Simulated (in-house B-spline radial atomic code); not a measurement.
**Sr⁴⁺: excited configurations**

How much energy does it take to promote electrons of Sr⁴⁺ to other shells? Each configuration is solved by itself and compared with the reference.

Method: scalar-relativistic (spin-free one-electron X2C) B3LYP, spin-polarised, spherical density, exact exchange averaged over the configuration, Fermi nucleus, basis-set limit. Code: in-house B-spline radial atomic code version 1.

## (1) The system

- element: strontium (Z = 38)
- charge: +4
- electrons: 34
- configuration: [Ar] 3d10 4s2 4p4
- Hamiltonian: scalar-relativistic (X2C)
- nucleus: Fermi, rms radius 4.224 fm

Outer shells as boxes (Hund's rule):

[Ar] 3d10 4s2 4p4
```
[Ar] core
3d [↑↓][↑↓][↑↓][↑↓][↑↓]
4s [↑↓]
4p [↑↓][↑ ][↑ ]
```

Where spins are not typed, each open shell is filled with up spins first.

Input settings:

```ini
Z = 38
electrons = 34.0
configuration = [Ar] 3d10 4s2 4p4
hamiltonian = x2c
method = b3lyp
spin_polarised = True
nucleus = fermi
rms_radius = 4.224
mass_number = 88
atomic_mass = 87.905612253
speed_of_light = 137.035999084
exact_exchange = averaged over the configuration
```

From the earlier run of the reference: total energy -3175.056071 hartree. Levels, eight at most:

```csv
orbital,occupation,energy (eV),<r> (bohr)
3p up,3,-311.51,0.4974
3p down,3,-311.00,0.4975
3d up,5,-180.80,0.4967
3d down,5,-180.37,0.4957
4s up,1,-87.889,1.299
4s down,1,-84.517,1.301
4p up,3,-67.315,1.441
4p down,1,-64.867,1.450
```

## (2) Configuration [Ar] 3d10 4s2 4p3 5p1

Input settings:

```ini
Z = 38
electrons = 34.0
configuration = [Ar] 3d10 4s2 4p3 5p1
hamiltonian = x2c
method = b3lyp
spin_polarised = True
nucleus = fermi
rms_radius = 4.224
mass_number = 88
atomic_mass = 87.905612253
speed_of_light = 137.035999084
exact_exchange = averaged over the configuration
```

The run is started by

```console
$ python run_scf.py task.json out
```

The settings of every run stand in task.json; they run in order.

## (3) Run with [Ar] 3d9 4s2 4p5

Settings: those of step 2 with these lines changed.

```diff
@@ -2,3 +2,3 @@
 electrons = 34.0
-configuration = [Ar] 3d10 4s2 4p3 5p1
+configuration = [Ar] 3d9 4s2 4p5
 hamiltonian = x2c
```

## (4) [Ar] 3d10 4s1 4p5

Settings: those of step 3 with these lines changed.

```diff
@@ -2,3 +2,3 @@
 electrons = 34.0
-configuration = [Ar] 3d9 4s2 4p5
+configuration = [Ar] 3d10 4s1 4p5
 hamiltonian = x2c
```

## (5) Run with [Ar] 3d10 4s2 4p3 5f1

Settings: those of step 4 with these lines changed.

```diff
@@ -2,3 +2,3 @@
 electrons = 34.0
-configuration = [Ar] 3d10 4s1 4p5
+configuration = [Ar] 3d10 4s2 4p3 5f1
 hamiltonian = x2c
```

## (6) Configuration [Ar] 3d9 4s2 4p4 5d1

Settings: those of step 5 with these lines changed.

```diff
@@ -2,3 +2,3 @@
 electrons = 34.0
-configuration = [Ar] 3d10 4s2 4p3 5f1
+configuration = [Ar] 3d9 4s2 4p4 5d1
 hamiltonian = x2c
```

## (7) [Ar] 3d10 4s1 4p4 5f1

Settings: those of step 6 with these lines changed.

```diff
@@ -2,3 +2,3 @@
 electrons = 34.0
-configuration = [Ar] 3d9 4s2 4p4 5d1
+configuration = [Ar] 3d10 4s1 4p4 5f1
 hamiltonian = x2c
```

Q: How far above the reference does each configuration lie (order and size, in eV)?

The runs gave:

| net move | configuration | 2|M_S|+1 | energy above the reference (eV) | largest <r> (bohr) |
| --- | --- | --- | --- | --- |
| 4s → 4p | [Ar] 3d10 4s1 4p5 | 3 | 19.938 | 1.45 |
| 4p → 5p | [Ar] 3d10 4s2 4p3 5p1 | 5 | 38.418 | 3.12 |
| 4p → 5f | [Ar] 3d10 4s2 4p3 5f1 | 5 | 54.733 | 5.38 |
| 4s → 5f | [Ar] 3d10 4s1 4p4 5f1 | 5 | 74.806 | 5.35 |
| 3d → 4p | [Ar] 3d9 4s2 4p5 | 3 | 118.10 | 1.40 |
| 3d → 5d | [Ar] 3d9 4s2 4p4 5d1 | 5 | 168.63 | 3.84 |

What this shows: The lowest of them is 4s → 4p at 19.938 eV and the highest 3d → 5d at 168.63 eV. 2 of them lie more than 60 % above minus the reference's highest level (64.867 eV), in the range where a state can decay by emitting an electron. The reference has 2|M_S|+1 = 3; 4 of the configurations differ from it in spin. These are spherical averages at the typed spins, not spectroscopic levels.
